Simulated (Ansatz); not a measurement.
**CH₅AsN₂Si: how energies converge with the basis set**

An exercise on one series of results from a longer session: the logs are not shown, and one member is left open.

The runs use Ansatz 0.2.0, Gaussian basis; one geometry, several basis sets.

Levels to be run: PBE0-D4/def2-SVP; ωB97M-V/def2-SVP; PBE0-D4/def2-QZVPP; ωB97M-V/def2-QZVPP; the functionals' def2-TZVPP values are taken from earlier runs.

## The relaxed structure

The geometry comes from an earlier relaxation with PBE0-D4 in a triple-zeta def2 set; it is a stationary point, not always the lowest conformer.

SMILES `N=C1[SiH2]N[AsH]1`, 10 atoms, charge 0, spin multiplicity 1.

Atoms are counted from 1 here; the program's logs count them from 0.

Bond lengths: N1–C2 1.253 Å, N1–H6 1.022 Å, C2–Si3 1.900 Å, C2–As5 2.036 Å, Si3–N4 1.717 Å, Si3–H7 1.489 Å, Si3–H8 1.491 Å, N4–As5 1.864 Å, N4–H9 1.004 Å, As5–H10 1.543 Å. Angles: C2–N1–H6 113.9°, N1–C2–Si3 134.2°, N1–C2–As5 134.3°, Si3–C2–As5 91.4°, C2–Si3–N4 85.8°, C2–Si3–H7 117.8°, C2–Si3–H8 112.5°, N4–Si3–H7 115.7°, N4–Si3–H8 116.3°, H7–Si3–H8 107.8°, Si3–N4–As5 103.8°, Si3–N4–H9 133.6°, As5–N4–H9 122.5°, C2–As5–N4 78.3°, C2–As5–H10 91.8°, N4–As5–H10 99.5°.

The first run:

Contents of in.yaml:

```yaml
crystal:
  periodic: [false, false, false]
  atoms:
    - {symbol: N, position_ang: [-2.053830, 0.238138, 0.854449]}
    - {symbol: C, position_ang: [-0.939187, -0.010555, 0.340168]}
    - {symbol: Si, position_ang: [0.453381, 1.059819, -0.383708]}
    - {symbol: N, position_ang: [1.161350, -0.422236, -0.885456]}
    - {symbol: As, position_ang: [0.068647, -1.720117, -0.113737]}
    - {symbol: H, position_ang: [-2.573583, -0.594946, 1.138231]}
    - {symbol: H, position_ang: [0.103509, 2.009695, -1.475843]}
    - {symbol: H, position_ang: [1.191047, 1.822606, 0.663854]}
    - {symbol: H, position_ang: [1.973255, -0.653323, -1.428088]}
    - {symbol: H, position_ang: [0.698610, -1.780182, 1.293028]}
basis:
  gaussian: {orbitals: def2-SVP}
hamiltonian: {xc: pbe0, dispersion: d4}
output: {orbitals: {seedname: orbitals}}
```

The run is started by

```bash
ansatz run in.yaml --threads 4 --pin off --events-out ev --progress --plain --max-ram 10444MiB
```

Steps of the session up to this table: PBE0-D4 in def2-SVP; ωB97M-V in def2-SVP; PBE0-D4 in def2-QZVPP; ωB97M-V in def2-QZVPP.

One of the session's tables, all rows but one given; the rest of the session is left out.

It belongs to the step «Density functionals: the series». 

| functional | basis | HOMO (eV) |
| --- | --- | --- |
| PBE0-D4 | def2-SVP | -6.32 |
| PBE0-D4 | def2-TZVPP | -6.44 |
| PBE0-D4 | def2-QZVPP | -6.48 |
| ωB97M-V | def2-SVP | -8.34 |
| ωB97M-V | def2-TZVPP | ? |
| ωB97M-V | def2-QZVPP | -8.53 |

Estimate the missing values for ωB97M-V, def2-TZVPP.

As computed: HOMO (eV): -8.49. In the column «HOMO (eV)» it lies between ωB97M-V, def2-QZVPP (-8.53) and ωB97M-V, def2-SVP (-8.34).
